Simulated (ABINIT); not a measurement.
# MoS2 (P6_3/mmc) in ABINIT: notebook

The runs below take MoS2 through single point, with LDA, PBE.

Program: ABINIT 10.8.3 (patched build). These are calculated values, not measurements. Logs are shortened: lines on timing, memory, paths and dates and some standing lists are left out, and cuts for length are marked. The log counts tension as positive stress, the text compression.

**Experimental background.**

From “Multiwavelength excitation Raman Scattering Analysis of bulk and 2 dimensional MoS2: Vibrational properties of atomically thin MoS2 layers”, 2015, arxiv:1506.03228, for a bulk crystal of MoS2 at 300 K: band gap 1.3 eV (indirect).

How close the calculation comes is told below.

### 1 The crystal as given

Symmetry: P6_3/mmc, No. 194, hexagonal system. The conventional cell has a = 3.169 Å, b = 3.169 Å, c = 12.324 Å, α = 90.00°, β = 90.00°, γ = 120.00°. Mo (site symmetry -6m2) has 6 S at 2.41 Å as nearest neighbours. Around S (site symmetry 3m) lie 3 Mo at 2.41 Å.

### 2 Single point, LDA

run.abi

```
# Pseudopotentials
pp_dirpath "./"
pseudos "Mo.upf, S.upf"

# Structure
acell 5.9885420889 5.988542089 23.2889847599
rprim
     1.0000000000     0.0000000000     0.0000000000
    -0.5000000000     0.8660254038     0.0000000000
     0.0000000000     0.0000000000     1.0000000000
ntypat 2
znucl 42 16
natom 6
typat 1 1 2 2 2 2
xred
     0.3333333333     0.6666666667     0.2500000000
     0.6666666667     0.3333333333     0.7500000000
     0.3333333333     0.6666666667     0.6230000000
     0.6666666667     0.3333333333     0.1230000000
     0.3333333333     0.6666666667     0.8770000000
     0.6666666667     0.3333333333     0.3770000000

# Plane-wave basis
ecut 40.0

# k points
kptopt 1
ngkpt 8 8 2
nshiftk 1
shiftk 0.0 0.0 0.0

# Exchange and correlation
ixc 7

# Bands and occupations
nband 32
occopt 3
tsmear 0.05 eV

# SCF cycle
nstep 100
tolvrs 1.0e-10

# Output
iomode 3
prtwf 0
prtden 0
prteig 0
prtebands 0
```

Potentials or basis: PseudoDojo NC SR LDA v0.4.1 standard.

On the command line:

```
abinit run.abi > log 2>&1
```

run.abo:

```text
.Version 10.8.3 of ABINIT
 Symmetries : space group P6_3/m m c (#194); Bravais hP (primitive hexag.)
================================================================================
 Values of the parameters that define the memory need of the present run
     intxc =       0    ionmov =       0      iscf =       7    lmnmax =       6
     lnmax =       6     mgfft =     135  mpssoang =       3    mqgrid =    6631
     natom =       6  nloc_mem =       1    nspden =       1   nspinor =       1
    nsppol =       1      nsym =      24    n1xccc =    2501    ntypat =       2
    occopt =       3   xclevel =       1
       mpw =        8796          nfft =      174960          nkpt =          20
================================================================================
================================================================================

--------------------------------------------------------------------------------
------------- Echo of variables that govern the present computation ------------
--------------------------------------------------------------------------------
 -outvars: echo values of preprocessed input variables --------
            acell      5.9885420889E+00  5.9885420890E+00  2.3288984760E+01 Bohr
              amu      9.59400000E+01  3.20660000E+01
             ecut      4.00000000E+01 Hartree
              ixc           7
         kptrlatt        8    0    0      0    8    0      0    0    2
          kptrlen      4.65779695E+01
            natom           6
            nband          32
            ngfft          36      36     135
             nkpt          20
            nstep         100
             nsym          24
           ntypat           2
           occopt           3
           prtden           0
        prtebands           0
           prteig           0
            prtwf           0
            rprim      1.0000000000E+00  0.0000000000E+00  0.0000000000E+00
                      -5.0000000000E-01  8.6602540380E-01  0.0000000000E+00
                       0.0000000000E+00  0.0000000000E+00  1.0000000000E+00
          spgroup         194
           tolvrs      1.00000000E-10
           tsmear      1.83746611E-03 Hartree
            typat      1  1  2  2  2  2
           xangst     -1.7639260609E-11  1.8296230019E+00  3.0809999979E+00
                       1.5844999989E+00  9.1481150094E-01  9.2429999937E+00
                      -1.7639260609E-11  1.8296230019E+00  7.6778519948E+00
                       1.5844999989E+00  9.1481150094E-01  1.5158519990E+00
                      -1.7639260609E-11  1.8296230019E+00  1.0808147993E+01
                       1.5844999989E+00  9.1481150094E-01  4.6461479969E+00
            xcart     -3.3333371615E-11  3.4574863872E+00  5.8222461900E+00
                       2.9942710444E+00  1.7287431936E+00  1.7466738570E+01
                      -3.3333371615E-11  3.4574863872E+00  1.4509037505E+01
                       2.9942710444E+00  1.7287431936E+00  2.8645451255E+00
                      -3.3333371615E-11  3.4574863872E+00  2.0424439634E+01
                       2.9942710444E+00  1.7287431936E+00  8.7799472545E+00
             xred      3.3333333333E-01  6.6666666667E-01  2.5000000000E-01
                       6.6666666667E-01  3.3333333333E-01  7.5000000000E-01
                       3.3333333333E-01  6.6666666667E-01  6.2300000000E-01
                       6.6666666667E-01  3.3333333333E-01  1.2300000000E-01
                       3.3333333333E-01  6.6666666667E-01  8.7700000000E-01
                       6.6666666667E-01  3.3333333333E-01  3.7700000000E-01
            znucl       42.00000   16.00000

================================================================================

 chkinp: Checking input parameters for consistency.

================================================================================
== DATASET  1 ==================================================================

--- !DatasetInfo
iteration_state: {dtset: 1, }
dimensions: {natom: 6, nkpt: 20, mband: 32, nsppol: 1, nspinor: 1, nspden: 1, mpw: 8796, }
cutoff_energies: {ecut:  40.0, pawecutdg:  -1.0, }
electrons: {nelect:   5.20000000E+01, charge:   0.00000000E+00, occopt:   3.00000000E+00, tsmear:   1.83746611E-03, }
meta: {optdriver: 0, ionmov: 0, optcell: 0, iscf: 7, paral_kgb: 0, }
...

 Exchange-correlation functional for the present dataset will be:
  LDA: Perdew-Wang 92 LSD fit to Ceperley-Alder data - ixc=7
  J.P.Perdew and Y.Wang, PRB 45, 13244 (1992)

 Real(R)+Recip(G) space primitive vectors, cartesian coordinates (Bohr,Bohr^-1):
[... 87 lines left out ...]
 Integrated electronic density in atomic spheres:
 ------------------------------------------------
 Atom  Sphere_radius  Integrated_density
    1        2.00000         10.50593224
    2        2.00000         10.50593224
    3        2.00000          3.91186141
    4        2.00000          3.91804880
    5        2.00000          3.91804880
    6        2.00000          3.91186141
================================================================================

 ----iterations are completed or convergence reached----

 Mean square residual over all n,k,spin=   81.531E-08; max=  86.677E-06
 reduced coordinates (array xred) for    6 atoms
       0.333333333333      0.666666666667      0.250000000000
       0.666666666667      0.333333333333      0.750000000000
       0.333333333333      0.666666666667      0.623000000000
       0.666666666667      0.333333333333      0.123000000000
       0.333333333333      0.666666666667      0.877000000000
       0.666666666667      0.333333333333      0.377000000000
 rms dE/dt=  1.0058E-01; max dE/dt=  2.1337E-01; dE/dt below (all hartree)
    1      -0.000000000000      0.000000000000      0.000000000000
    2       0.000000000000      0.000000000000      0.000000000000
    3       0.000000000000      0.000000000000     -0.213367331312
    4      -0.000000000000      0.000000000000     -0.213367331312
    5       0.000000000000     -0.000000000000      0.213367331312
    6       0.000000000000      0.000000000000      0.213367331312

 cartesian coordinates (angstrom) at end:
    1     -0.00000000001764     1.82962300187218     3.08099999791140
    2      1.58449999890590     0.91481150093609     9.24299999373421
    3     -0.00000000001764     1.82962300187218     7.67785199479521
    4      1.58449999890590     0.91481150093609     1.51585199897241
    5     -0.00000000001764     1.82962300187218    10.80814799267320
    6      1.58449999890590     0.91481150093609     4.64614799685039

 cartesian forces (hartree/bohr) at end:
    1      0.00000000000000     0.00000000000000    -0.00000000000000
    2     -0.00000000000000    -0.00000000000000    -0.00000000000000
    3     -0.00000000000000    -0.00000000000000     0.00916172746525
    4      0.00000000000000     0.00000000000000     0.00916172746525
    5     -0.00000000000000     0.00000000000000    -0.00916172746525
    6     -0.00000000000000    -0.00000000000000    -0.00916172746525
 frms,max,avg= 4.3188797E-03 9.1617275E-03   0.000E+00  0.000E+00  0.000E+00 h/b

 cartesian forces (eV/Angstrom) at end:
    1      0.00000000000000     0.00000000000000    -0.00000000000000
    2     -0.00000000000000    -0.00000000000000    -0.00000000000000
    3     -0.00000000000000    -0.00000000000000     0.47111496823709
    4      0.00000000000000     0.00000000000000     0.47111496823709
    5     -0.00000000000000     0.00000000000000    -0.47111496823709
    6     -0.00000000000000    -0.00000000000000    -0.47111496823709
 frms,max,avg= 2.2208573E-01 4.7111497E-01   0.000E+00  0.000E+00  0.000E+00 e/A
 length scales=  5.988542088900  5.988542089000 23.288984759900 bohr
              =  3.168999997829  3.168999997882 12.323999991646 angstroms
 Fermi (or HOMO) energy (hartree) =   0.31834   Average Vxc (hartree)=  -0.41408
 Eigenvalues (hartree) for nkpt=  20  k points:
 kpt#   1, nband= 32, wtk=  0.00781, kpt=  0.0000  0.0000  0.0000 (reduced coord)
  -1.95208   -1.95208   -1.00444   -1.00443   -0.99577   -0.99577   -0.99577   -0.99577
  -0.24431   -0.23413   -0.19944   -0.18261    0.05009    0.08930    0.17343    0.18308
   0.18308    0.18356    0.18356    0.22357    0.22357    0.22529    0.22529    0.25974
   0.26126    0.30389    0.38044    0.38074    0.38148    0.38173    0.38691    0.38886
      occupation numbers for kpt#   1
   2.00000    2.00000    2.00000    2.00000    2.00000    2.00000    2.00000    2.00000
   2.00000    2.00000    2.00000    2.00000    2.00000    2.00000    2.00000    2.00000
   2.00000    2.00000    2.00000    2.00000    2.00000    2.00000    2.00000    2.00000
   2.00000    1.99923    0.00000    0.00000    0.00000    0.00000    0.00000    0.00000
 prteigrs : prtvol=0 or 1, do not print more k-points.

--- !EnergyTerms
iteration_state     : {dtset: 1, }
comment             : Components of total free energy in Hartree
kinetic             :  5.99289058843753E+01
hartree             :  5.39874353146004E+01
xc                  : -3.32317072037848E+01
Ewald energy        : -1.19847493876065E+02
psp_core            :  4.76872550589846E+00
local_psp           : -1.74118945299061E+02
non_local_psp       :  2.33240812109909E+01
internal            : -1.85188998463045E+02
'-kT*entropy'       : -2.27318349077504E-07
total_energy        : -1.85188998690364E+02
total_energy_eV     : -5.03924937186995E+03
band_energy         : -1.64505745608545E+01
...

 Cartesian components of stress tensor (hartree/bohr^3)
  sigma(1 1)=  1.95329354E-04  sigma(3 2)=  0.00000000E+00
  sigma(2 2)=  1.95329353E-04  sigma(3 1)=  0.00000000E+00
  sigma(3 3)=  1.80184939E-04  sigma(2 1)=  6.54467578E-14

-Cartesian components of stress tensor (GPa)         [Pressure= -5.5983E+00 GPa]
- sigma(1 1)=  5.74678799E+00  sigma(3 2)=  0.00000000E+00
- sigma(2 2)=  5.74678798E+00  sigma(3 1)=  0.00000000E+00
- sigma(3 3)=  5.30122392E+00  sigma(2 1)=  1.92551009E-09

== END DATASET(S) ==============================================================
================================================================================

 -outvars: echo values of variables after computation  --------
            acell      5.9885420889E+00  5.9885420890E+00  2.3288984760E+01 Bohr
           etotal     -1.8518899869E+02
            fcart      3.5970627684E-28  2.0767651576E-28 -0.0000000000E+00
                      -0.0000000000E+00 -0.0000000000E+00 -0.0000000000E+00
                      -3.5970627684E-28 -2.0767651576E-28  9.1617274652E-03
                       3.5970627684E-28  3.4679144376E-39  9.1617274652E-03
                      -1.7985313842E-28  1.0383825788E-28 -9.1617274652E-03
                      -1.7985313842E-28 -1.0383825788E-28 -9.1617274652E-03
            rprim      1.0000000000E+00  0.0000000000E+00  0.0000000000E+00
                      -5.0000000000E-01  8.6602540380E-01  0.0000000000E+00
                       0.0000000000E+00  0.0000000000E+00  1.0000000000E+00
           strten      1.9532935358E-04  1.9532935311E-04  1.8018493864E-04
                       0.0000000000E+00  0.0000000000E+00  6.5446757810E-14
           xangst     -1.7639260609E-11  1.8296230019E+00  3.0809999979E+00
                       1.5844999989E+00  9.1481150094E-01  9.2429999937E+00
                      -1.7639260609E-11  1.8296230019E+00  7.6778519948E+00
                       1.5844999989E+00  9.1481150094E-01  1.5158519990E+00
                      -1.7639260609E-11  1.8296230019E+00  1.0808147993E+01
                       1.5844999989E+00  9.1481150094E-01  4.6461479969E+00
             xred      3.3333333333E-01  6.6666666667E-01  2.5000000000E-01
                       6.6666666667E-01  3.3333333333E-01  7.5000000000E-01
                       3.3333333333E-01  6.6666666667E-01  6.2300000000E-01
                       6.6666666667E-01  3.3333333333E-01  1.2300000000E-01
                       3.3333333333E-01  6.6666666667E-01  8.7700000000E-01
                       6.6666666667E-01  3.3333333333E-01  3.7700000000E-01
 Calculation completed.
```

Run time: 3.1 min. Hardware: 1 thread of Intel Xeon 6975P-C (Granite Rapids), shared host; peak memory 0.17 GiB.

What came out:

```yaml
Free_energy: -5039.2494 eV
Pressure: -5.6 GPa
Largest_force: 0.471 eV/Å
Band_gap_on_the_k_mesh: 0.91 eV, indirect (least direct gap 1.93 eV)
Valence_electrons_inside_the_program's_atomic_spheres: Mo 10.51; S 3.91, 3.92
```

Forces in eV/Å, atoms in the order of the input:
```
Mo   0.000  0.000  0.000
Mo   0.000  0.000  0.000
S    0.000  0.000  0.471
S    0.000  0.000  0.471
S    0.000  0.000 -0.471
S    0.000  0.000 -0.471
```

Levels at points of the mesh, in eV from the valence-band top:
```csv
k point,band 24,band 25,band 26,band 27,band 28,band 29
"(0.00, 0.00, 0.00)",-1.20,-1.16,0.00,2.08,2.09,2.11
"(0.50, 0.00, 0.00)",-1.52,-1.42,-1.29,1.57,1.62,1.95
"(0.00, 0.00, 0.50)",-2.16,-0.27,-0.27,2.09,2.09,2.09
"(0.50, 0.00, 0.50)",-1.62,-1.35,-1.35,1.59,1.59,2.11
```

### 3 Single point, PBE

Changes to run.abi since step 2:

```diff
@@ -32,3 +32,3 @@
 # Exchange and correlation
-ixc 7
+ixc 11
 
@@ -37,3 +37,3 @@
 occopt 3
-tsmear 0.05 eV
+tsmear 0.00183747
 
@@ -49 +49,3 @@
 prtebands 0
+enunit 1
+prtvol 2
```

Potentials or basis: PseudoDojo NC SR PBE v0.4.1 standard.

On the command line:

```
abinit run.abi > log 2>&1
```

Wall time 3.3 min (1 thread of Intel Xeon 6975P-C (Granite Rapids), shared host); peak memory 0.19 GiB.

Results (log left out):

```
Free energy                                           : -5031.2927 eV
Pressure                                              : 2.0 GPa
Largest force                                         : 0.057 eV/Å
Band gap on the k mesh                                : 0.98 eV, indirect (least direct gap 1.93 eV)
Valence electrons inside the program's atomic spheres : Mo 10.50; S 3.93
```

Forces in eV/Å, atoms in the order of the input:
```
Mo   0.000  0.000  0.000
Mo   0.000  0.000  0.000
S    0.000  0.000  0.057
S    0.000  0.000  0.057
S    0.000  0.000 -0.057
S    0.000  0.000 -0.057
```

Stress tensor (GPa, compression positive):
```
1.90 0.00 0.00
0.00 1.90 0.00
0.00 0.00 2.32
```

Levels at points of the mesh, in eV from the valence-band top:
| k point | band 22 | band 23 | band 24 | band 25 | band 26 | band 27 | band 28 | band 29 | band 30 | band 31 |
| --- | --- | --- | --- | --- | --- | --- | --- | --- | --- | --- |
| (0.00, 0.00, 0.00) | -2.13 | -2.13 | -1.18 | -1.14 | 0.00 | 2.10 | 2.11 | 2.13 | 2.13 | 2.26 |
| (0.50, 0.00, 0.00) | -2.48 | -1.73 | -1.53 | -1.40 | -1.27 | 1.60 | 1.64 | 2.00 | 2.26 | 2.85 |
| (0.00, 0.00, 0.50) | -2.15 | -2.15 | -2.15 | -0.27 | -0.27 | 2.10 | 2.10 | 2.11 | 2.14 | 2.36 |
| (0.50, 0.00, 0.50) | -2.62 | -1.63 | -1.63 | -1.33 | -1.33 | 1.62 | 1.62 | 2.14 | 2.14 | 3.21 |

Caveat: this functional lacks dispersion, which binds the layers, so the pressure and a relaxed spacing across them are unreliable.

### 4 How close it comes

Step 2. A measured gap of MoS2 is 1.3 eV (indirect; 300 K; “Multiwavelength excitation Raman Scattering Analysis of bulk and 2 dimensional MoS2: Vibrational properties of atomically thin MoS2 layers”, 2015, arxiv:1506.03228); the calculated 0.91 eV misses it by -0.39 eV. Spin-orbit coupling on Mo is left out. The value is that of LDA on a finite k mesh, which can miss the band edges, without temperature or zero-point motion. Semilocal functionals fall short of measured gaps as a rule.

Step 3. Measured gap of MoS2: 1.3 eV (indirect; 300 K; “Multiwavelength excitation Raman Scattering Analysis of bulk and 2 dimensional MoS2: Vibrational properties of atomically thin MoS2 layers”, 2015, arxiv:1506.03228). This calculation gives 0.98 eV (-0.32 eV). Spin-orbit coupling on Mo is left out. The value is that of PBE on a finite k mesh, which can miss the band edges, without temperature or zero-point motion. Semilocal functionals fall short of measured gaps as a rule.
